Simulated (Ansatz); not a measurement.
Crystal: Ta3AsAu2O13.

```xyz
19
Lattice="5.4520 0.0000 0.0000 -2.7260 4.7216 0.0000 0.0000 0.0000 9.5790" Properties=species:S:1:pos:R:3 pbc="T T T"
Ta    0.0000    0.0000    1.8591
Ta    0.0000    0.0000    7.7199
Ta    2.7260    1.5739    0.0000
As    0.0000    0.0000    4.7895
Au    0.0000    3.1478    2.6273
Au    0.0000    3.1478    6.9517
O     0.0000    0.0000    0.0000
O    -1.3422    4.5861    3.4870
O    -0.5745    1.2662    3.4870
O     1.9167    3.5909    3.4870
O    -1.3422    4.5861    6.0921
O    -0.5745    1.2662    6.0921
O     1.9167    3.5909    6.0921
O     1.1852    1.5782    8.2230
O     3.4927    0.2373    8.2230
O     3.5002    2.9061    8.2230
O     1.1852    1.5782    1.3560
O     3.4927    0.2373    1.3560
O     3.5002    2.9061    1.3560
```

The cell was built by a generator and needn't be a form met in nature.

Base run:

| Quantity | Value |
| --- | --- |
| Program | Ansatz 0.2.0 |
| Functional | PBE |
| Potentials or basis | SPMS NC |
| Cutoff | 1034 eV (not typed: the program's choice for these potentials) |
| k mesh | 6 × 6 × 3 |
| Occupations | fermi-dirac, width 0.05 eV |
| Spin | no spin polarisation |

Its results: band gap on the k mesh none (metal or under the smearing width); pressure -0.6 GPa; largest force 0.180 eV/Å.

Problem. The run is repeated on the same cell with these changes: potentials or basis from SPMS NC to Ansatz PAW earlier set; cutoff from 1034 eV (not typed: the program's choice for these potentials) to 900 eV; valence electrons from 170 to 212. What comes out?

Solution. Band gap on the k mesh none (metal or under the smearing width); pressure 0.0 GPa; largest force 0.206 eV/Å.
